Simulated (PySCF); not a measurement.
# C3H4FGaO: the cost of one run

Computed with PySCF 2.14.0, with density-fitted response routines of our own, on a single molecule in the gas phase. Atoms are numbered from 0 throughout.

### 1 Starting geometry

10 atoms, charge 0, multiplicity 1; geometry from: GFN2-xTB.

Bonds of the start (Å): F0–Ga1 1.75, Ga1–C2 2.03, C2–C3 1.32, C3–C4 1.52, C4–O5 1.39, O5–Ga1 1.82, C2–H6 1.07, C3–H7 1.08, C4–H8 1.10, C4–H9 1.10.

### 2 Ultraviolet spectrum: CAM-B3LYP/def2-SVPD

Job settings and geometry (Å):

```
{"job": {"kind": "uv", "xc": "CAM-B3LYP", "basis": "def2-SVPD", "nstates": 8, "ntriplets": 3}, "charge": 0, "multiplicity": 1}
F      3.288522     0.508976    -0.919614
Ga     1.599420     0.356793    -0.476538
C     -0.182339     1.308645    -0.278723
C     -0.981746     0.352586     0.148036
C     -0.457359    -1.058684     0.368957
O      0.891532    -1.225358     0.080829
H     -0.422861     2.337411    -0.474998
H     -2.031134     0.481066     0.368418
H     -0.642158    -1.321058     1.419907
H     -1.052993    -1.735722    -0.258802
```

With the program's defaults for keys left out, this is: TDDFT CAM-B3LYP/def2-SVPD, vertical, gas phase, core orbitals frozen in the response.

Launch:

```console
OMP_NUM_THREADS=1 python probes_run.py task.json out
```

The driver reads the jobs from task.json and runs them one after another.

**Question.** How long does this first job take on 1 thread of Arm Neoverse V2, shared host, and how much memory does it need?

About 27 s, with a peak of 0.81 GiB.
